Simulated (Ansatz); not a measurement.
# CH2SiTe: a relaxed scan of the bond length C1–H4

The task here is to estimate one member of a computed series from the others.

Program: Ansatz 0.2.0, Gaussian basis. Level of theory: single points in def2-TZVPP. These are calculated values, not measurements.

Levels: PBE-D4, r2SCAN-D4, PBE0-D4, B3LYP-D4, wB97M-V, Hartree-Fock, MP2, CCSD, CCSD(T). The scan takes 0.949, 0.987, 1.042, 1.106, 1.177, 1.254, 1.335, 1.421, 1.510 Å.

Cores are frozen in the correlated methods. Filled d shells of the heavier atoms are correlated. Core potentials replace the inner electrons past krypton, and spin-orbit coupling is left out. B3LYP uses VWN-RPA correlation.

49 further runs of the same task are left out: 49 set aside as unsound or not needed.

## The system as given

The minimum, relaxed at PBE0-D4: 5 atoms, charge 0, spin multiplicity 1.

Atoms are counted from 1 here; the program's logs count them from 0.

Bond lengths: C1–Si2 1.649 Å, C1–H4 1.079 Å, Si2–Te3 2.463 Å, Te3–H5 1.660 Å. Angles: Si2–C1–H4 157.1°, C1–Si2–Te3 114.0°, Si2–Te3–H5 91.6°.

Geometry (Å):

```mol
CH2SiTe
  3D, bonds by distance, orders not assigned

  5  4  0  0  0  0  0  0  0  0999 V2000
   -1.6022   -0.3880   -0.0682 C   0  0
   -0.0814   -0.1898   -0.6748 Si  0  0
    1.5613    0.6091    0.9780 Te  0  0
   -2.6523   -0.6340   -0.0808 H   0  0
    2.7747    0.6028   -0.1542 H   0  0
  1  2  8  0
  1  4  8  0
  2  3  8  0
  3  5  8  0
M  END
```

Energies of the minimum (eV), from earlier single points: PBE-D4 -16232.50290, r2SCAN-D4 -16239.33882, PBE0-D4 -16233.48796, B3LYP-D4 -16241.07743, wB97M-V -16235.88771, CCSD(T) -16207.63208.

At the minimum the bond length C1–H4 is 1.079 Å.

Set-up of the first run:

relax/in.yaml

```yaml
crystal:
  periodic: [false, false, false]
  atoms:
    - {symbol: C, position_ang: [-1.602228, -0.387961, -0.068215]}
    - {symbol: Si, position_ang: [-0.081427, -0.189845, -0.674810]}
    - {symbol: Te, position_ang: [1.561254, 0.609081, 0.978003]}
    - {symbol: H, position_ang: [-2.526133, -0.604477, -0.079249]}
    - {symbol: H, position_ang: [2.774685, 0.602774, -0.154221]}
basis:
  gaussian: {orbitals: def2-TZVP}
hamiltonian: {xc: pbe0, dispersion: d4}
relax: {f_tol: 0.005, max_steps: 200, constraints: [{distance: [0, 3]}]}
```

No record of the launch command was kept for these runs.

Steps of the session up to this table: C1–H4 = 0.949 Å; C1–H4 = 0.987 Å; C1–H4 = 1.042 Å; C1–H4 = 1.106 Å; C1–H4 = 1.177 Å; C1–H4 = 1.254 Å; C1–H4 = 1.335 Å; C1–H4 = 1.421 Å; C1–H4 = 1.510 Å.

One table of the session follows, with a row left open; its other results are not shown here.

It belongs to the step «The curves». Energies less that of the minimum at the same level (kcal/mol):

```
bond length (Å)  PBE-D4  PBE0-D4  B3LYP-D4  wB97M-V  Hartree-Fock
          0.949     9.9      9.1       8.8      8.8           8.1
          0.987       ?        ?         ?        ?             ?
          1.042     0.8      0.6       0.5      0.5           0.2
1.079 (minimum)     0.0      0.0       0.0      0.0           0.0
          1.106     0.1      0.3       0.4      0.3           0.6
          1.177     2.8      3.5       3.5      3.6           4.5
          1.254     8.3      9.6       9.6      9.7          11.6
          1.335    15.9     17.9      17.8     18.1          21.0
          1.421    24.9     27.6      27.2     28.1          32.3
          1.510    34.7     38.3      37.6     38.9          44.5
```

**Question.** Estimate the row for bond length (Å) = 0.987.

Worked estimate for «PBE-D4». A straight line through the neighbours (0.949, 9.9) and (1.042, 0.8) gives 9.9 + (0.8 − 9.9) × (0.987 − 0.949) / (1.042 − 0.949) = 6.2; a parabola fitted to 3 rows on both sides gives 5.0.

The run gave: PBE-D4: 4.7; PBE0-D4: 4.2; B3LYP-D4: 4.0; wB97M-V: 4.0; Hartree-Fock: 3.4. In «PBE-D4» the line misses by +1.5 and the parabola by +0.3.

Caveats from the session: A polynomial through the near points puts the CCSD(T) minimum 0.001 Å below the PBE0-D4 value.
